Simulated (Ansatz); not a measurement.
**C: further runs on the relaxed cell**

The task here is to estimate one member of a computed series from the others.

A COD entry behind a cell of this session may itself be a prediction, so a difference from it is no test against experiment.

Computed with Ansatz 0.2.0 (DFT r2SCAN, scalar-relativistic, plane waves, PAW, unless a step's input says otherwise).

1 further run of the same task is left out (set aside as unsound or not needed). Runs told in other sessions of the task aren't counted.

**The structure to begin with**

Symmetry: P6_3/mmc, No. 194, hexagonal system. The conventional cell has a = 2.510 Å, b = 2.510 Å, c = 8.280 Å, α = 90.00°, β = 90.00°, γ = 120.00°. C (site symmetry 3m) has 4 C at 1.54 Å in its first shell of neighbours. Around C (site symmetry 3m) lie 4 C at 1.54 to 1.57 Å.

As a file:

```cif
data_structure
_symmetry_space_group_name_H-M 'P6_3/mmc'
_symmetry_Int_Tables_number 194
_cell_length_a 2.5098
_cell_length_b 2.5098
_cell_length_c 8.2803
_cell_angle_alpha 90.000
_cell_angle_beta 90.000
_cell_angle_gamma 120.000
_cell_volume 45.17
loop_
_atom_site_label
_atom_site_type_symbol
_atom_site_symmetry_multiplicity
_atom_site_Wyckoff_symbol
_atom_site_fract_x
_atom_site_fract_y
_atom_site_fract_z
_atom_site_occupancy
C1 C 4 e 0.00000 0.00000 0.09293 1
C2 C 4 f 0.33333 0.66667 0.15550 1
```

It is the result of an earlier relaxation at this level (volume 5.65 Å³/atom; gap on the mesh: 4.80 eV).

The first run:

File input.yaml:

```yaml
crystal:
  lattice:
    - [2.4844860371, 0.0, 0.0]
    - [-1.2422430185, 2.1516280234, 0.0]
    - [0.0, 0.0, 8.1966792355]
  atoms:
    - { symbol: C, position: [0.0, 0.0, 0.0929334767] }
    - { symbol: C, position: [0.0, 0.0, 0.5929334767] }
    - { symbol: C, position: [0.0, 0.0, 0.4070665233] }
    - { symbol: C, position: [0.0, 0.0, 0.9070665233] }
    - { symbol: C, position: [0.3333333333, 0.6666666667, 0.1554962105] }
    - { symbol: C, position: [0.6666666667, 0.3333333333, 0.6554962105] }
    - { symbol: C, position: [0.3333333333, 0.6666666667, 0.3445037895] }
    - { symbol: C, position: [0.6666666667, 0.3333333333, 0.8445037895] }
basis:
  ecutwfc: 500
kpoints:
  mp_grid: { grid: [12, 12, 4] }
hamiltonian:
  xc: r2scan
scf:
  occupations: { method: gaussian, width: 0.02 }
output:
  forces: true
  stress: true
  eigenvalues: true
relax:
  adjacent_minimum: "off"
  f_tol: 0.01
  max_steps: 30
  cell: { stress_tol: 0.1, fix: [volume] }
```

Started as:

```bash
$ ansatz run input.yaml --threads 2 --pin off --max-ram 5120MiB --backend cpu --events-out ev --progress --plain --runs-dir out
```

Among the steps run: The cell scaled to 0.97 of its volume; The cell scaled to 1.03 of its volume; Volume × 0.94; Point at V/V0 = 1.06; Point at V/V0 = 0.91; The cell scaled to 1.10 of its volume; Volume × 0.88.

One table of the session follows, with a row left open; its other results are not shown here.

It belongs to the step «Equation of state». 

| volume (Å³/atom) | energy above the lowest point (meV/atom) | pressure (GPa) | gap on the mesh (eV) |
| --- | --- | --- | --- |
| 4.969 | 139.3 | 72.69 | 5.12 |
| 5.138 | 74.5 | 50.50 | 5.04 |
| 5.308 | 31.5 | 31.25 | 4.95 |
| 5.477 | ? | ? | ? |
| 5.647 | 0.0 | 0.00 | 4.80 |
| 5.816 | 6.8 | -12.63 | 4.72 |
| 5.985 | 26.1 | -23.61 | 4.65 |
| 6.211 | 68.4 | -36.03 | 4.56 |

**Question.** Estimate the row for volume (Å³/atom) = 5.477.

Worked estimate for «energy above the lowest point (meV/atom)». A straight line through the neighbours (5.308, 31.5) and (5.647, 0.0) gives 31.5 + (0.0 − 31.5) × (5.477 − 5.308) / (5.647 − 5.308) = 15.8; a parabola fitted to 4 rows on both sides gives 7.5.

As computed: energy above the lowest point (meV/atom): 7.5; pressure (GPa): 14.53; gap on the mesh (eV): 4.88. In «energy above the lowest point (meV/atom)» the line misses by +8.3 and the parabola by 0.0.
